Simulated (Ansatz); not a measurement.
**C₂H₅Te radical: basis-set convergence**

An exercise on one series of results from a longer session: the logs are not shown, and one member is left open.

Computed with Ansatz 0.2.0, Gaussian basis. Level: one geometry, several basis sets.

The runs, in order: PBE0-D4/def2-SVP; ωB97M-V/def2-SVP; PBE0-D4/def2-QZVPP; ωB97M-V/def2-QZVPP; the functionals' def2-TZVPP values are taken from earlier runs.

## Structure used throughout

The geometry comes from an earlier relaxation with PBE0-D4 in a triple-zeta def2 set; it is a stationary point, not always the lowest conformer. Te takes the def2 core potential; no spin-orbit term is included.

SMILES `[CH2][Te]C`, 8 atoms, charge 0, spin multiplicity 2.

Atoms are counted from 1 here; the program's logs count them from 0.

Bond lengths: C1–Te2 2.028 Å, C1–H4 1.081 Å, C1–H5 1.081 Å, Te2–C3 2.133 Å, C3–H6 1.089 Å, C3–H7 1.088 Å, C3–H8 1.088 Å. Angles: Te2–C1–H4 120.5°, Te2–C1–H5 119.3°, H4–C1–H5 120.2°, C1–Te2–C3 95.8°, Te2–C3–H6 107.6°, Te2–C3–H7 109.2°, Te2–C3–H8 109.2°, H6–C3–H7 109.9°, H6–C3–H8 109.9°, H7–C3–H8 110.9°.

Set-up of the first run:

in.yaml reads:

```yaml
crystal:
  periodic: [false, false, false]
  atoms:
    - {symbol: C, position_ang: [-0.765482, 0.931452, -1.235648]}
    - {symbol: Te, position_ang: [0.322058, 1.303101, 0.434855]}
    - {symbol: C, position_ang: [0.619674, -0.743309, 0.955821]}
    - {symbol: H, position_ang: [-0.974193, -0.084852, -1.539551]}
    - {symbol: H, position_ang: [-1.133141, 1.761019, -1.822297]}
    - {symbol: H, position_ang: [1.209694, -0.767681, 1.870691]}
    - {symbol: H, position_ang: [1.159654, -1.242609, 0.154195]}
    - {symbol: H, position_ang: [-0.346164, -1.214119, 1.126034]}
basis:
  gaussian: {orbitals: def2-SVP}
magnetization: {spin_polarized: true, initial_magnetization: 1}
hamiltonian: {xc: pbe0, dispersion: d4}
output: {orbitals: {seedname: orbitals}}
```

Among the steps run: PBE0-D4 in def2-SVP; ωB97M-V in def2-SVP; PBE0-D4 in def2-QZVPP; ωB97M-V in def2-QZVPP.

One table of the session follows, with a row left open; its other results are not shown here.

It belongs to the step «Density functionals: the series». 

```
functional       basis  HOMO (eV)
   PBE0-D4    def2-SVP      -4.84
   PBE0-D4  def2-TZVPP      -4.95
   PBE0-D4  def2-QZVPP      -4.98
   ωB97M-V    def2-SVP      -6.81
   ωB97M-V  def2-TZVPP          ?
   ωB97M-V  def2-QZVPP      -6.96
```

Q: Estimate the row for ωB97M-V, def2-TZVPP from the others.

**Answer.** HOMO (eV): -6.93. In the column «HOMO (eV)» it lies between ωB97M-V, def2-QZVPP (-6.96) and ωB97M-V, def2-SVP (-6.81).
